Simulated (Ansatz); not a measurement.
# CHClInNO: a ladder of functionals and wavefunction methods

One table from this session's results is given with a row withheld; the runs are named, their logs left out.

Program: Ansatz 0.2.0, Gaussian basis. Level of theory: functionals in def2-TZVPP, the program's frozen cores in correlated methods. These are calculated values, not measurements.

The runs, in order: LDA (SPW92), PBE-D4, revPBE-D4, BLYP-D4, r2SCAN-D4, B97M-V, PBE0-D4, B3LYP-D4, r2SCANh-D4, r2SCAN0-D4, HSE06-D4, BHLYP-D4, CAM-B3LYP-D4, LC-ωPBE, ωB97X-V, ωB97M-V, B2PLYP, PBE-QIDH; CCSD(T)/def2-SVP; CCSD(T)/def2-TZVPP; MP2/def2-QZVPP; extrapolation to the limit; RPA on PBE.

## The geometry

An earlier PBE0-D4 in a triple-zeta def2 set relaxation fixed the geometry. In takes the def2 core potential; no spin-orbit term is included.

SMILES `O=C=[N][InH][Cl]`, 6 atoms, charge 0, spin multiplicity 1.

Atoms are counted from 1 here; the program's logs count them from 0.

Bond lengths: O1–C2 1.166 Å, C2–N3 1.205 Å, N3–In4 2.020 Å, In4–Cl5 2.315 Å, In4–H6 1.687 Å. Angles: O1–C2–N3 176.3°, C2–N3–In4 136.4°, N3–In4–Cl5 111.3°, N3–In4–H6 123.4°, Cl5–In4–H6 125.3°.

As a file:

```xyz
6

O     1.62805   -2.32038    0.05811
C     0.89656   -1.47090    0.37931
N     0.13670   -0.62693    0.78215
In   -0.74421    1.02795    0.03130
Cl   -0.12696    1.38197   -2.17204
H    -1.79014    2.00830    0.92118
```

The first run:

File in.yaml:

```yaml
crystal:
  periodic: [false, false, false]
  atoms:
    - {symbol: O, position_ang: [1.628047, -2.320384, 0.058113]}
    - {symbol: C, position_ang: [0.896563, -1.470896, 0.379313]}
    - {symbol: N, position_ang: [0.136698, -0.626928, 0.782147]}
    - {symbol: In, position_ang: [-0.744211, 1.027945, 0.031295]}
    - {symbol: Cl, position_ang: [-0.126955, 1.381967, -2.172039]}
    - {symbol: H, position_ang: [-1.790141, 2.008297, 0.921181]}
basis:
  gaussian: {orbitals: def2-TZVPP}
hamiltonian: {xc: lda}
output: {orbitals: {seedname: orbitals}}
```

Among the steps run: LDA; PBE-D4 (GGA); revPBE-D4 (GGA); BLYP-D4 (GGA); r2SCAN-D4 (meta-GGA); B97M-V (meta-GGA); PBE0-D4 (hybrid); B3LYP-D4 (hybrid); r2SCANh-D4 (hybrid); r2SCAN0-D4 (hybrid); HSE06-D4 (hybrid); BHLYP-D4 (hybrid); CAM-B3LYP-D4 (range-separated); LC-ωPBE (range-separated); ωB97X-V (range-separated); ωB97M-V (range-separated); B2PLYP (double hybrid); PBE-QIDH (double hybrid).

One table of the session follows, with a row left open; its other results are not shown here.

It belongs to the step «Orbital energies across the functionals». 

```
  functional  HOMO (eV)  LUMO (eV)  gap (eV)
 LDA (SPW92)      -7.44      -3.06      4.38
      PBE-D4      -7.20      -2.75      4.45
   revPBE-D4      -7.12      -2.62      4.50
     BLYP-D4          ?          ?         ?
   r2SCAN-D4      -7.50      -2.50      5.01
      B97M-V      -7.51      -2.74      4.78
     PBE0-D4      -8.56      -2.05      6.51
    B3LYP-D4      -8.31      -2.34      5.97
  r2SCANh-D4      -8.01      -2.25      5.76
  r2SCAN0-D4      -8.78      -1.89      6.89
    HSE06-D4      -8.16      -2.41      5.75
    BHLYP-D4      -9.82      -1.42      8.39
CAM-B3LYP-D4      -9.91      -1.26      8.65
     LC-ωPBE     -11.24      -0.11     11.13
     ωB97X-V     -10.88      -0.25     10.63
     ωB97M-V     -10.77      -0.50     10.27
```

**Question.** Estimate the row for BLYP-D4.

Worked estimate for «HOMO (eV)». Against the share of exact exchange, B3LYP-D4 (0.2, -8.31), BHLYP-D4 (0.5, -9.82) give a slope of -5.03 per unit share; at 0 the line stands at -7.30.

**Answer.** HOMO (eV): -7.06; LUMO (eV): -2.72; gap (eV): 4.34. In «HOMO (eV)» the line misses by -0.24.
